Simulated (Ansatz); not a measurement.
# K (fcc type): how the settings move a single-point run

Aim: see which settings change the result for K (fcc type), by how much, and at what cost.

Method: reference: DFT, PBEsol, PAW with Ansatz's default frozen-core files, scalar-relativistic, in Ansatz 0.2.0.

### Step 1. Starting point

The structure is cubic, space group Fm-3m (No. 225). Conventional cell: a = 6.111 Å, b = 6.111 Å, c = 6.111 Å, α = 90.00°, β = 90.00°, γ = 90.00°. K (site symmetry m-3m) is surrounded by 12 K at 4.32 Å.

As a file:

```cif
data_structure
_symmetry_space_group_name_H-M 'P 1'
_symmetry_Int_Tables_number 1
_cell_length_a 4.3213
_cell_length_b 4.3213
_cell_length_c 4.3213
_cell_angle_alpha 60.000
_cell_angle_beta 60.000
_cell_angle_gamma 60.000
_cell_volume 57.06
loop_
_atom_site_label
_atom_site_type_symbol
_atom_site_fract_x
_atom_site_fract_y
_atom_site_fract_z
_atom_site_occupancy
K1 K 0.00000 0.00000 0.00000 1
```

### Step 2. The reference run

input.yaml

```yaml
crystal:
  lattice:
    - [0.0, 3.05560021, 3.05560021]
    - [3.05560021, 0.0, 3.05560021]
    - [3.05560021, 3.05560021, 0.0]
  atoms:
    - { symbol: K, position: [0.0, 0.0, 0.0] }
kpoints:
  mp_grid: { grid: [11, 11, 11] }
  band_path:
    path:
      - [0.0, 0.0, 0.0]
      - [0.5, 0.0, 0.5]
      - [0.625, 0.25, 0.625]
      - [0.375, 0.375, 0.75]
      - [0.0, 0.0, 0.0]
      - [0.5, 0.5, 0.5]
      - [0.5, 0.25, 0.75]
      - [0.5, 0.0, 0.5]
    npoints: 8
scf:
  occupations: { method: fermi_dirac, width: 0.1 }
hamiltonian:
  xc: pbesol
  pseudopotentials: { kind: paw }
output:
  forces: true
  stress: true
  eigenvalues: true
  populations: true
  dos: { projected: true, de: 0.2, e_range: [-14, 8] }
```

Run with:

```sh
$ ansatz run input.yaml --threads 1 --pin off --max-ram 2048MiB --backend cpu --events-out ev --progress --plain --runs-dir out
```

### Step 3. Changing settings: eigensolver.kind davidson

input.yaml: that of step 2 with these lines changed.

```diff
@@ -22,2 +22,3 @@
   occupations: { method: fermi_dirac, width: 0.1 }
+  eigensolver: { kind: davidson }
 hamiltonian:
@@ -30,2 +31 @@
   populations: true
-  dos: { projected: true, de: 0.2, e_range: [-14, 8] }
```

Before running it: what results should come out? Wanted: for each run, ending; energy change; pressure; gap; force.

**Answer**, as computed:

| run | ending | energy change | pressure (GPa) | gap (eV) | force (eV/Å) | cycles | time |
| --- | --- | --- | --- | --- | --- | --- | --- |
| reference | converged | 0 | 1.2 | 0.00 | 0.00 | 6 | 2.4 s |
| 1: eigensolver.kind davidson | converged | 0.0 meV/atom | 1.2 | 0.00 | 0.00 | 6 | 2.8 s |

Times don't compare one to one where runs were asked for different outputs or read a saved state (see the inputs); cycles may leave out searches for a lower state.

Residual by cycle in the longest SCF loop of each run; runs are numbered as in the table. The quantity is the density residual dr2, in eV.

| cycle | reference | run 1 |
| --- | --- | --- |
| 1 | 4.0e-4 | 3.1e-4 |
| 2 | 9.4e-5 | 1.1e-4 |
| 3 | 1.4e-5 | 1.6e-6 |
| 4 | 6.2e-7 | 2.7e-8 |
| 5 | 1.2e-7 | 1.1e-10 |
| 6 | 1.1e-8 | 3.3e-12 |

Energy and cycle count are those of the reference, so the change (solver) left the result and the number of cycles as they were.
